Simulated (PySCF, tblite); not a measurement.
# C3H4BF3O: geometry, infrared bands and NMR shifts

What infrared bands and NMR shifts should C3H4BF3O (`COBC(F)=C(F)F`) show?

Computed with tblite 0.8.0 and PySCF 2.14.0, with density-fitted response routines of our own, on a single molecule in the gas phase. Atoms are numbered from 0 throughout.

## (1) The starting structure

12 atoms, charge 0, multiplicity 1; geometry from: force field or distance geometry start.

Bonds of the start (Å): C0–O1 1.38, O1–B2 1.46, B2–C3 1.57, C3–F4 1.35, C3–C5 1.33, C5–F6 1.36, C5–F7 1.39, C0–H8 1.12, C0–H9 1.11, C0–H10 1.10, B2–H11 1.21.

## (2) Geometry optimisation with GFN2-xTB

Job settings and geometry (Å):

```
{"job": {"kind": "relax", "xc": "GFN2-xTB", "basis": "xTB"}, "charge": 0, "multiplicity": 1}
C     -1.958500    -0.667200     0.164200
O     -0.991100     0.059700     0.824400
B     -0.122800     0.847700    -0.040800
C      1.419000     0.777600     0.229600
F      2.107700     1.799900     0.788700
C      2.069200    -0.347900    -0.069300
F      1.353500    -1.362900    -0.615000
F      3.433300    -0.459100     0.165800
H     -2.918400    -0.405100     0.684600
H     -1.785400    -1.746600     0.345900
H     -2.032100    -0.433100    -0.905600
H     -0.573100     1.936200    -0.304400
```

The run is started by

```sh
$ OMP_NUM_THREADS=1 python probes_run.py task.json out
```

One launch serves the whole session: the jobs run in the order shown.

**Question.** This job is followed by: GFN2-xTB harmonic vibrations, gas phase; GIAO PBE0/pcSseg-1 NMR shielding, non-relativistic, gas phase. What will the session give for the following? strongest single infrared mode (GFN2-xTB); zero-point energy (GFN2-xTB); 13C shifts against TMS (PBE0/pcSseg-1); 1H shifts against TMS (PBE0/pcSseg-1, means over atoms taken as alike); 17O shifts against H2O (PBE0/pcSseg-1); 11B shifts against BF3·OEt2 (PBE0/pcSseg-1); 19F shifts against CFCl3 (PBE0/pcSseg-1).

As calculated:

| quantity | value |
| --- | --- |
| strongest single infrared mode (GFN2-xTB) | 1710 cm⁻¹, 271 km/mol |
| zero-point energy (GFN2-xTB) | 45.2 kcal/mol |
| 13C shifts against TMS (PBE0/pcSseg-1) | 175.8, 141.1, 63.2 ppm |
| 1H shifts against TMS (PBE0/pcSseg-1, means over atoms taken as alike) | 5.39, 4.35 ppm |
| 17O shifts against H2O (PBE0/pcSseg-1) | 178.0 ppm |
| 11B shifts against BF3·OEt2 (PBE0/pcSseg-1) | 38.4 ppm |
| 19F shifts against CFCl3 (PBE0/pcSseg-1) | -78.3, -99.6, -217.6 ppm |

What this shows: Relaxing lowered the energy by 1.602 eV in 104 steps; the close pair that moved most is O1–B2, from 1.457 to 1.319 Å. All 30 modes are real, so the xTB geometry is a minimum. The strongest single mode, at 1710 cm⁻¹, moves mainly C5 and C3. GFN2-xTB is a fitted tight-binding method: band positions and strengths are rough. Its intensities can rank the bands wrongly. At PBE0/pcSseg-1: Shielding is most anisotropic at O1 (span 441 ppm, paramagnetic term -239 ppm).
